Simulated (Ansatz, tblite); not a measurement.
# The cluster TeAs₅−: which isomer is lowest

The task here is to estimate one member of a computed series from the others.

Method: relaxed with r2SCAN-D4/def2-SVPD, singlet; program: Ansatz 0.2.0, Gaussian basis.

9 further runs of the same task are left out: 2 that didn't finish, 7 set aside as unsound or not needed. Runs told in other sessions of the task aren't counted.

### The system as given

6 atoms, charge -1, spin multiplicity 1.

Atoms are counted from 1 here; the program's logs count them from 0.

Bond lengths: As1–As3 2.299 Å, As1–As5 2.312 Å, As2–As4 2.281 Å, As2–As5 2.297 Å, As3–As4 2.280 Å, As4–Te6 2.453 Å. Angles: As3–As1–As5 110.4°, As4–As2–As5 100.3°, As1–As3–As4 100.3°, As2–As4–As3 118.5°, As2–As4–Te6 121.0°, As3–As4–Te6 120.5°, As1–As5–As2 110.6°.

Te takes a core potential in the def2 sets. No spin-orbit coupling is included. The ion is computed in the gas phase, without counter-ions or solvent.

A search from random starts with GFN2-xTB found 12 distinct shapes; 3 go on here. The structure above is candidate A, which lies 0.00 eV above the lowest at that level; B lies 0.20 eV above the lowest at that level; C lies 0.38 eV above the lowest at that level.

The first run:

Input file in.yaml:

```yaml
crystal:
  periodic: [false, false, false]
  atoms:
    - {symbol: As, position_ang: [-2.496680, -0.090600, -0.286040]}
    - {symbol: As, position_ang: [0.897070, -1.746410, 0.015890]}
    - {symbol: As, position_ang: [-1.033510, 1.664300, -0.033220]}
    - {symbol: As, position_ang: [0.936340, 0.530140, 0.150820]}
    - {symbol: As, position_ang: [-1.355580, -2.101410, -0.258190]}
    - {symbol: Te, position_ang: [3.052370, 1.743980, 0.410740]}
basis:
  gaussian: {orbitals: def2-SVPD}
total_charge: -1
hamiltonian: {xc: r2scan, dispersion: d4}
scf: {lower_state_search: "off"}
output: {orbitals: {seedname: orbitals}}
relax: {f_tol: 0.02, max_steps: 100}
```

The run is started by

```
ansatz run in.yaml --threads 4 --pin off --events-out ev --progress --plain --max-ram 4787MiB
```

Among the steps run: Relaxing candidate A; Relaxing candidate B; Relaxing candidate C; Candidate B, PBE0-D4/def2-TZVPD; Candidate B, PBE-D4/def2-TZVPD; Candidate B, r2SCAN-D4/def2-TZVPD; Candidate B, r2SCAN0-D4/def2-TZVPD; Candidate B, B3LYP-D4/def2-TZVPD; Candidate B, MP2/def2-SVPD; Candidate C, PBE0-D4/def2-TZVPD; Candidate C, PBE-D4/def2-TZVPD; Candidate C, r2SCAN-D4/def2-TZVPD; Candidate C, r2SCAN0-D4/def2-TZVPD; Candidate C, B3LYP-D4/def2-TZVPD; Candidate C, MP2/def2-SVPD.

One of the session's tables, all rows but one given; the rest of the session is left out.

It belongs to the step «C against A». 

```
                level  C above A (kcal/mol)
             GFN1-xTB                 +17.5
             GFN2-xTB                 +10.2
         HF/def2-SVPD                     ?
    PBE-D4/def2-TZVPD                  -4.0
 r2SCAN-D4/def2-TZVPD                  +0.9
  B3LYP-D4/def2-TZVPD                  +1.8
   PBE0-D4/def2-TZVPD                  -3.8
r2SCAN0-D4/def2-TZVPD                  -0.6
        MP2/def2-SVPD                  +1.0
```

**Question.** Estimate the row for HF/def2-SVPD.

**Answer.** C above A (kcal/mol): +10.8. In the column «C above A (kcal/mol)» it lies between GFN2-xTB (+10.2) and GFN1-xTB (+17.5).

Limits of these values: A random search of this size may have missed the true lowest shape. Only singlets are compared; another spin may lie lower and prefer another shape.
